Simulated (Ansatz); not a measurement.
## PdPt3, space group I4/mmm: a charge-density difference against the sublattices, step by step

Computed with Ansatz 0.2.0, Python API.

The cells in order, each with its output:

```python
import warnings

import ansatz as az
import numpy as np

XC = "pbesol"
CUTOFF_EV = 460
KGRID = (8, 8, 8)

VECTORS = np.array([
    [-1.971936, 1.971936, 3.915734],
    [1.971936, -1.971936, 3.915734],
    [1.971936, 1.971936, -3.915734],
])
SITES = [
    ("Pd", (0.0, 0.0, 0.0)),
    ("Pt", (0.75, 0.25, 0.5)),
    ("Pt", (0.25, 0.75, 0.5)),
    ("Pt", (0.5, 0.5, 0.0)),
]
```

```python
def crystal_on(cell):
    crystal = az.Crystal(lattice=az.Lattice.of(cell))
    for symbol, position in SITES:
        crystal = crystal.atom(symbol, position)
    return crystal
```

```python
warnings.simplefilter("ignore", az.DeckWarning)

def solve(crystal):
    return (
        crystal.calculation()
        .functional(XC)
        .occupations(az.OccupationsMethod.FERMI_DIRAC)
        .basis(CUTOFF_EV, grid_basis="typed")
        .kpoints(*KGRID)
        .density()
        .run(threads=1)
    )


whole = solve(crystal_on(VECTORS))
difference = whole.density().channels[0].density_e_per_ang3.copy()
binding = whole.report["free_energy_ev"]
for element in ["Pd", "Pt"]:
    part = az.Crystal(lattice=az.Lattice.of(VECTORS))
    for symbol, position in SITES:
        if symbol == element:
            part = part.atom(symbol, position)
    alone = solve(part)
    difference -= alone.density().channels[0].density_e_per_ang3
    binding -= alone.report["free_energy_ev"]
    print(f"{element} sublattice: {alone.report['n_electrons']:g} electrons, {alone.report['n_iterations']} iterations")
```

    Pd sublattice: 18 electrons, 6 iterations
    Pt sublattice: 54 electrons, 7 iterations

```python
voxel = abs(np.linalg.det(VECTORS)) / difference.size
print(f"energy of the crystal less its unpolarised sublattices: {binding / len(SITES):.4f} eV/atom")
print(f"net charge of the difference {difference.sum() * voxel:.5f} e, charge rearranged {0.5 * np.abs(difference).sum() * voxel:.3f} e")
print(f"extremes {difference.min():.4f} and {difference.max():.4f} e/A^3")
for (symbol, position) in SITES:
    index = tuple(int(round(p * n)) % n for p, n in zip(position, difference.shape))
    print(f"  change of the pseudo-density at the grid point nearest {symbol}: {difference[index]:+.4f} e/A^3")
```

    energy of the crystal less its unpolarised sublattices: -1.3597 eV/atom
    net charge of the difference -0.00000 e, charge rearranged 0.638 e
    extremes -0.2675 and 0.1261 e/A^3
      change of the pseudo-density at the grid point nearest Pd: +0.0602 e/A^3
      change of the pseudo-density at the grid point nearest Pt: -0.0278 e/A^3
      change of the pseudo-density at the grid point nearest Pt: -0.0278 e/A^3
      change of the pseudo-density at the grid point nearest Pt: -0.0149 e/A^3

Spin is left out of this run. For a metal this k-point mesh is coarse: on a finer one energies can move by several to tens of meV an atom and pressures by half a GPa or more, differences at one mesh by less. Spin-orbit coupling, which matters for elements this heavy, is left out. Grid values close to the nuclei reflect the PAW or pseudopotential construction, not the all-electron fields. This cell is a computed structure, which may not be the phase found in nature. Charge moved counts every rearrangement, bonding and polarisation too, and is no transfer between atoms; the bare sublattices are artificial references. Values near the nuclei depend on the potentials. Run time: 15 s on 1 thread of Arm Neoverse V1, with other jobs on the host, peak memory 0.47 GiB.
